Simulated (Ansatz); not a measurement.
# WSe2: the cost of one run

Computed with Ansatz 0.2.0 (DFT PBE, scalar-relativistic, plane waves, PAW, unless a step's input says otherwise).

## 1. Starting point

It takes space group P6_3/mmc (No. 194, hexagonal). The conventional cell has a = 3.290 Å, b = 3.290 Å, c = 12.970 Å, α = 90.00°, β = 90.00°, γ = 120.00°. Around W (site symmetry -6m2) lie 6 Se at 2.53 Å. Se (site symmetry 3m) has 3 W at 2.53 Å as nearest neighbours.

Structure file:

```xyz
54
Lattice="9.8700 0.0000 0.0000 -4.9350 8.5477 0.0000 0.0000 0.0000 12.9700" Properties=species:S:1:pos:R:3 pbc="T T T"
W     0.0000    1.8995    3.2425
W    -1.6450    4.7487    3.2425
W    -3.2900    7.5979    3.2425
W     3.2900    1.8995    3.2425
W     1.6450    4.7487    3.2425
W     0.0000    7.5979    3.2425
W     6.5800    1.8995    3.2425
W     4.9350    4.7487    3.2425
W     3.2900    7.5979    3.2425
W     1.6450    0.9497    9.7275
W     0.0000    3.7990    9.7275
W    -1.6450    6.6482    9.7275
W     4.9350    0.9497    9.7275
W     3.2900    3.7990    9.7275
W     1.6450    6.6482    9.7275
W     8.2250    0.9497    9.7275
W     6.5800    3.7990    9.7275
W     4.9350    6.6482    9.7275
Se    0.0000    1.8995    8.0544
Se   -1.6450    4.7487    8.0544
Se   -3.2900    7.5979    8.0544
Se    3.2900    1.8995    8.0544
Se    1.6450    4.7487    8.0544
Se    0.0000    7.5979    8.0544
Se    6.5800    1.8995    8.0544
Se    4.9350    4.7487    8.0544
Se    3.2900    7.5979    8.0544
Se    1.6450    0.9497    1.5694
Se    0.0000    3.7990    1.5694
Se   -1.6450    6.6482    1.5694
Se    4.9350    0.9497    1.5694
Se    3.2900    3.7990    1.5694
Se    1.6450    6.6482    1.5694
Se    8.2250    0.9497    1.5694
Se    6.5800    3.7990    1.5694
Se    4.9350    6.6482    1.5694
Se    0.0000    1.8995   11.4006
Se   -1.6450    4.7487   11.4006
Se   -3.2900    7.5979   11.4006
Se    3.2900    1.8995   11.4006
Se    1.6450    4.7487   11.4006
Se    0.0000    7.5979   11.4006
Se    6.5800    1.8995   11.4006
Se    4.9350    4.7487   11.4006
Se    3.2900    7.5979   11.4006
Se    1.6450    0.9497    4.9156
Se    0.0000    3.7990    4.9156
Se   -1.6450    6.6482    4.9156
Se    4.9350    0.9497    4.9156
Se    3.2900    3.7990    4.9156
Se    1.6450    6.6482    4.9156
Se    8.2250    0.9497    4.9156
Se    6.5800    3.7990    4.9156
Se    4.9350    6.6482    4.9156
```

The runs take a perfect supercell of 54 atoms; the defect goes to fractional position (0.111, 0.222, 0.250).

## 2. The perfect supercell

input.yaml reads:

```yaml
crystal:
  lattice:
    - [9.87, 0.0, 0.0]
    - [-4.935, 8.547671, 0.0]
    - [0.0, 0.0, 12.97]
  atoms:
    - { symbol: W, position: [0.111111, 0.222222, 0.25] }
    - { symbol: W, position: [0.111111, 0.555556, 0.25] }
    - { symbol: W, position: [0.111111, 0.888889, 0.25] }
    - { symbol: W, position: [0.444444, 0.222222, 0.25] }
    - { symbol: W, position: [0.444444, 0.555556, 0.25] }
    - { symbol: W, position: [0.444444, 0.888889, 0.25] }
    - { symbol: W, position: [0.777778, 0.222222, 0.25] }
    - { symbol: W, position: [0.777778, 0.555556, 0.25] }
    - { symbol: W, position: [0.777778, 0.888889, 0.25] }
    - { symbol: W, position: [0.222222, 0.111111, 0.75] }
    - { symbol: W, position: [0.222222, 0.444444, 0.75] }
    - { symbol: W, position: [0.222222, 0.777778, 0.75] }
    - { symbol: W, position: [0.555556, 0.111111, 0.75] }
    - { symbol: W, position: [0.555556, 0.444444, 0.75] }
    - { symbol: W, position: [0.555556, 0.777778, 0.75] }
    - { symbol: W, position: [0.888889, 0.111111, 0.75] }
    - { symbol: W, position: [0.888889, 0.444444, 0.75] }
    - { symbol: W, position: [0.888889, 0.777778, 0.75] }
    - { symbol: Se, position: [0.111111, 0.222222, 0.621] }
    - { symbol: Se, position: [0.111111, 0.555556, 0.621] }
    - { symbol: Se, position: [0.111111, 0.888889, 0.621] }
    - { symbol: Se, position: [0.444444, 0.222222, 0.621] }
    - { symbol: Se, position: [0.444444, 0.555556, 0.621] }
    - { symbol: Se, position: [0.444444, 0.888889, 0.621] }
    - { symbol: Se, position: [0.777778, 0.222222, 0.621] }
    - { symbol: Se, position: [0.777778, 0.555556, 0.621] }
    - { symbol: Se, position: [0.777778, 0.888889, 0.621] }
    - { symbol: Se, position: [0.222222, 0.111111, 0.121] }
    - { symbol: Se, position: [0.222222, 0.444444, 0.121] }
    - { symbol: Se, position: [0.222222, 0.777778, 0.121] }
    - { symbol: Se, position: [0.555556, 0.111111, 0.121] }
    - { symbol: Se, position: [0.555556, 0.444444, 0.121] }
    - { symbol: Se, position: [0.555556, 0.777778, 0.121] }
    - { symbol: Se, position: [0.888889, 0.111111, 0.121] }
    - { symbol: Se, position: [0.888889, 0.444444, 0.121] }
    - { symbol: Se, position: [0.888889, 0.777778, 0.121] }
    - { symbol: Se, position: [0.111111, 0.222222, 0.879] }
    - { symbol: Se, position: [0.111111, 0.555556, 0.879] }
    - { symbol: Se, position: [0.111111, 0.888889, 0.879] }
    - { symbol: Se, position: [0.444444, 0.222222, 0.879] }
    - { symbol: Se, position: [0.444444, 0.555556, 0.879] }
    - { symbol: Se, position: [0.444444, 0.888889, 0.879] }
    - { symbol: Se, position: [0.777778, 0.222222, 0.879] }
    - { symbol: Se, position: [0.777778, 0.555556, 0.879] }
    - { symbol: Se, position: [0.777778, 0.888889, 0.879] }
    - { symbol: Se, position: [0.222222, 0.111111, 0.379] }
    - { symbol: Se, position: [0.222222, 0.444444, 0.379] }
    - { symbol: Se, position: [0.222222, 0.777778, 0.379] }
    - { symbol: Se, position: [0.555556, 0.111111, 0.379] }
    - { symbol: Se, position: [0.555556, 0.444444, 0.379] }
    - { symbol: Se, position: [0.555556, 0.777778, 0.379] }
    - { symbol: Se, position: [0.888889, 0.111111, 0.379] }
    - { symbol: Se, position: [0.888889, 0.444444, 0.379] }
    - { symbol: Se, position: [0.888889, 0.777778, 0.379] }
basis:
  ecutwfc: 420
  fft_grid_basis: typed
kpoints:
  mp_grid: { grid: [3, 3, 1] }
hamiltonian:
  xc: pbe
  pseudopotentials: { kind: paw }
scf:
  occupations: { method: gaussian, width: 0.05 }
output:
  forces: true
  stress: false
  eigenvalues: true
  bader: false
  write_density: true
  volumetric_format: npy
```

The run is started by

```bash
> ansatz run input.yaml --threads 8 --pin off --max-ram 16384MiB --backend cpu --events-out ev --progress --plain --runs-dir out
```

**Question.** How long does this run take on 8 threads of Intel Xeon 6975P-C (Granite Rapids), shared host, and how much memory does it need?

About 8.4 s, with a peak of 6.6 GiB.
